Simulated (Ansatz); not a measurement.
The same path of a periodic cell of 17 atoms, HC16 (host C, host structure diamond, interstitial H), cell charge +1 was run twice with different band settings. Lost on the way: C9–H17, C12–H17. Made: C1–H17, C10–H17.

The calculation used Ansatz 0.2.0, DFT PBE, scalar-relativistic, plane waves, PAW. Settings: cutoff 420 eV, k mesh 3x3x3, fermi-dirac smearing 0.05 eV, no spin polarisation.

Relaxed end points:

```xyz
17
Lattice="0.0000 3.5700 3.5700 3.5700 0.0000 3.5700 3.5700 3.5700 0.0000" Properties=species:S:1:pos:R:3
C -0.003 0.030 0.032
C 0.893 0.912 0.925
C 1.769 1.812 0.048
C 2.689 2.697 0.926
C 1.770 0.028 1.845
C 2.673 0.918 2.720
C 3.564 1.806 1.829
C 4.446 2.694 2.723
C 0.061 1.875 1.741
C 0.925 2.743 2.714
C 1.799 3.597 1.802
C 2.585 4.419 2.786
C 1.788 1.807 3.614
C 2.646 2.697 4.525
C 3.558 3.551 3.651
C 4.458 4.488 4.514
H 3.650 4.932 2.806
```

```xyz
17
Lattice="0.0000 3.5700 3.5700 3.5700 0.0000 3.5700 3.5700 3.5700 0.0000" Properties=species:S:1:pos:R:3
C -0.111 0.039 0.092
C 0.872 0.863 0.879
C 1.748 1.763 -0.011
C 2.626 2.647 0.908
C 1.730 -0.027 1.791
C 2.592 0.910 2.690
C 3.521 1.766 1.802
C 4.415 2.654 2.684
C -0.040 1.716 1.753
C 0.932 2.586 2.618
C 1.750 3.548 1.785
C 2.642 4.430 2.681
C 1.719 1.763 3.602
C 2.631 2.653 4.461
C 3.524 3.542 3.575
C 4.400 4.433 4.478
H 3.441 6.679 2.591
```

Common settings: climbing image yes; spring 5.0 eV/Å²; force threshold 0.05 eV/Å; end points relaxed.

| run | movable images | optimiser | start path | iteration limit | largest step |
| --- | --- | --- | --- | --- | --- |
| 1 | 5 | quadratic models (default) | straight line | 51 | default |
| 2 | 3 | fire | default | 50 | 1.0 Å |

Problem. What does each run give, and how far can it be trusted?

Solution. Run 1: converged after 17 iterations, highest image 0.043 eV above the first end. The profile has 2 maxima (images 2, 4) with wells between them (image 3): this band takes more than one step, which may be the mechanism or a detour left from its start path. By the program's own check the climbing image is of a kind that is not told: the force calls were inconclusive, a negative curvature could not be distinguished from the path's own, the only one lies far off the path, or fixed occupations may fill a level only in part (lowest curvatures found: -2.49 and 0.08 eV/Å²).
Run 2: converged after 25 iterations, highest image 0.043 eV above the first end. The profile has 2 maxima (images 1, 3) with wells between them (image 2): this band takes more than one step, which may be the mechanism or a detour left from its start path. The order of the stationary point at the top wasn't checked.
Limits of this set-up: charged cell in a uniform background, uncorrected.
